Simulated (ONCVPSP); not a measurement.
**Pseudopotential generation for Be: ONCV, PBE**

Do these settings give a usable potential? It is generated, then checked for transferability, scattering, ghosts and hardness.

Method: ONCVPSP 4.0.1.1 (patched build), PBE, scalar-relativistic.

## Step 1: The design

The settings as typed:

```
element                 : beryllium (Be, Z = 4)
type                    : optimised norm-conserving Vanderbilt (ONCV)
frozen core             : none
valence charge          : 4
reference configuration : 1s2 2s2
partial waves           : 1s+2s: rc 0.90 bohr, ncon 4, nbas 8, qcut 14.3 1/bohr, 2 projectors; p scattering state at 0.29 Ha: rc 0.90 bohr, ncon 3, nbas 7, qcut 7.7 1/bohr, 3 projectors, debl 1.7 Ha; d scattering state at 0.44 Ha: rc 0.70 bohr, ncon 5, nbas 10, qcut 15.5 1/bohr, 3 projectors, debl 2.6 Ha
local potential         : polynomial inside 0.50 bohr (lpopt 5, dvloc0 0 Ha)
core correction         : not asked for
```

The outer shells as boxes (Hund's rule for the drawing; the calculation is spin-unpolarised):

```
1s [↑↓]
2s [↑↓]
```

An earlier all-electron run gives the scale for the radii.

All-electron outer shells of the reference configuration (PBE, scalar-relativistic, ld1.x):

```
shell  level (eV)  outermost node (bohr)  outermost maximum (bohr)
   1s     -106.21                      –                      0.27
   2s       -5.61                   0.59                      2.04
   2p       -2.02                      –                      2.28
```

## Step 2: The generation run

Be.dat

```
# ATOM AND REFERENCE CONFIGURATION
# atsym  z   nc   nv     iexc    psfile
  Be 4.00    0    2        4      upf
#
#   n    l    f
    1    0    2.00
    2    0    2.00
#
# PSEUDOPOTENTIAL AND OPTIMIZATION
# lmax
    2
#
#   l,   rc,      ep,       ncon, nbas, qcut
    0    0.90    0.00    4    8   14.30
    1    0.90    0.29    3    7    7.70
    2    0.70    0.44    5   10   15.50
#
# LOCAL POTENTIAL
# lloc, lpopt,  rc(5),   dvloc0
    4    5    0.50    0.00
#
# VANDERBILT-KLEINMAN-BYLANDER PROJECTORs
# l, nproj, debl
    0    2    1.10
    1    3    1.70
    2    3    2.60
#
# MODEL CORE CHARGE
# icmod, fcfact, rcfact
    0    0.00    0.00
#
# LOG DERIVATIVE ANALYSIS
# epsh1, epsh2, depsh
   -5.00    5.00    0.04
#
# OUTPUT GRID
# rlmax, drl
    6.00    0.01
#
# TEST CONFIGURATIONS
# ncnf
    4
# nvcnf
#   n    l    f
    2
    1    0    2.00
    2    0    1.00
#
    2
    1    0    2.00
    2    0    0.00
#
    2
    1    0    2.00
    2    0    1.50
#
    2
    1    0    1.00
    2    0    2.00
#
```

Launch:

```bash
$ oncvpsp.x < Be.dat > Be.out
```

**Question.** What will these runs give? Wanted: cutoffs for 1 and 0.1 mHa per electron, occupied waves; bound ghosts; GHOST(+) flags; largest test error; largest phase difference near zero energy, channels read.

As calculated:

```
                                                quantity                                                         value
  cutoffs for 1 and 0.1 mHa per electron, occupied waves                                               73 Ha and 85 Ha
                                            bound ghosts                                              p at -9703.96 eV
                                          GHOST(+) flags  none at low energy (1 near or above the test basis's cutoff)
                            largest test error (AE − PS)                                        +1434 meV, for 1s1 2s2
largest phase difference near zero energy, channels read                                                     0.001 rad
```

A bound ghost (p) makes it unfit for use: electrons can fall into a state that the atom doesn't have. By total energies transferability is poor: the largest error is 1434 meV on 128.3 eV, for 1s1 2s2. That test lies far up in energy; among those under 40 eV, nearer to bonding, the largest error is 4.4 meV. It counts as very hard, with 73 Ha needed at the looser tolerance. At the looser tolerance the 1s wave is the slowest; 2s needs 59 Ha. Near zero energy the phases of the channels with partial waves agree within 0.001 rad.
